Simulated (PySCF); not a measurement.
# [Pb(H2CO)]2+: other functionals and bases at one geometry

Aim: see how levels, charges and forces of [Pb(H2CO)]2+ depend on the level of theory. The species was built from a template and needn't be a known compound.

Method: several levels, as the steps say, no spin–orbit coupling; program: PySCF 2.14.0.

## 1. The system as given

5 atoms, charge 2, spin multiplicity 1.

Bond lengths: Pb1–O2 2.251 Å, O2–C3 1.235 Å, C3–H4 1.108 Å, C3–H5 1.108 Å. Angles: Pb1–O2–C3 180.0°, O2–C3–H4 120.1°, O2–C3–H5 120.1°, H4–C3–H5 119.9°.

Geometry (Å):

```xyz
5

Pb    0.00000    0.00000   -0.23882
O     0.00000    0.00000    2.01183
C     0.00000    0.00000    3.24689
H     0.95937    0.00000    3.80208
H    -0.95937    0.00000    3.80208
```

Formal oxidation states: Pb +2. An earlier session relaxed this geometry at PBE0, Pb def2-SVP with ECP60, O def2-SVP, C def2-SVP, H def2-SVP (singlet, point group C2v).

At PBE0 on the finer grid: E = -306.467395 Eh, HOMO -19.09 eV, LUMO -14.22 eV, Mulliken charge on Pb1 +1.69 e, largest force component 0.005 eV/Å. 

Levels to run: PBE; r2SCAN; PBE0, TZVP. Hardware: 2 threads of Intel Xeon 6975P-C (Granite Rapids), shared host.

## 2. PBE

run.py (the lines that set the calculation) reads:

```python
mol = gto.M(atom='''
Pb     0.00000     0.00000    -0.23882
O      0.00000     0.00000     2.01183
C      0.00000     0.00000     3.24689
H      0.95937     0.00000     3.80208
H     -0.95937     0.00000     3.80208''',
    basis={'Pb': 'def2-SVP', 'O': 'def2-SVP', 'C': 'def2-SVP', 'H': 'def2-SVP'},
    ecp={'Pb': 'def2-SVP'},
    charge=2, spin=0)
mf = dft.RKS(mol, xc='PBE')
mf.grids.atom_grid = (75, 302)
mf = mf.density_fit()  # fitting sets: Pb def2-universal-JKFIT, O def2-universal-JKFIT, C def2-universal-JKFIT, H def2-universal-JKFIT
mf.conv_tol = 1e-08; mf.max_cycle = 55
mf.kernel(dm0)  # dm0: the density of the relaxed state
```

Command:

```console
OMP_NUM_THREADS=2 python run.py
```

## 3. r2SCAN

Changes to run.py (the lines that set the calculation) since step 2:

```diff
@@ -9,3 +9,3 @@
     charge=2, spin=0)
-mf = dft.RKS(mol, xc='PBE')
+mf = dft.RKS(mol, xc='R2SCAN')
 mf.grids.atom_grid = (75, 302)
```

## 4. PBE0, TZVP

Basis: Pb def2-TZVP with ECP60, O def2-TZVP, C def2-TZVP, H def2-TZVP. 

run.py (the lines that set the calculation) reads:

```python
mol = gto.M(atom='''
Pb     0.00000     0.00000    -0.23882
O      0.00000     0.00000     2.01183
C      0.00000     0.00000     3.24689
H      0.95937     0.00000     3.80208
H     -0.95937     0.00000     3.80208''',
    basis={'Pb': 'def2-TZVP', 'O': 'def2-TZVP', 'C': 'def2-TZVP', 'H': 'def2-TZVP'},
    ecp={'Pb': 'def2-TZVP'},
    charge=2, spin=0)
mf = dft.RKS(mol, xc='PBE0')
mf.grids.atom_grid = (75, 302)
mf = mf.density_fit()  # fitting sets: Pb def2-universal-JKFIT, O def2-universal-JKFIT, C def2-universal-JKFIT, H def2-universal-JKFIT
mf.conv_tol = 1e-08; mf.max_cycle = 55
mf.kernel(dm0)  # dm0: free metal ions and neutral atoms
```

What does the calculation give? Wanted: for each run, HOMO; gap; charge on Pb1; dipole; largest force.

The runs gave:

| level | state | HOMO (eV) | gap (eV) | charge on Pb1 (e) | dipole (D) | largest force (eV/Å) | basis functions | time |
| --- | --- | --- | --- | --- | --- | --- | --- | --- |
| PBE0 (relaxed here) | singlet | -19.09 | 4.87 | 1.69 | 5.53 | 0.00 | 64 | 3.3 s |
| PBE | singlet | -17.71 | 2.62 | 1.62 | 5.87 | 0.63 | 64 | 1.7 s |
| r2SCAN | singlet | -17.93 | 3.17 | 1.67 | 5.76 | 0.37 | 64 | 2.2 s |
| PBE0, TZVP | singlet | -19.11 | 4.89 | 1.70 | 5.56 | 0.32 | 124 | 4.3 s |

Times are on 2 threads of Intel Xeon 6975P-C (Granite Rapids), shared host; the first row also made further properties. The dipole of a charged species depends on the origin, so these sizes hold for this origin alone.

In one basis the HOMO–LUMO gap runs from 2.62 eV (PBE) to 4.87 eV (PBE0); the widest gap comes with exact exchange. The largest leftover force, 0.63 eV/Å with PBE, stands at a geometry relaxed at another level. The Mulliken charge on Pb spans +1.62 to +1.70 e over the levels. Total energies of different levels can't be compared. Spin–orbit coupling is left out throughout.
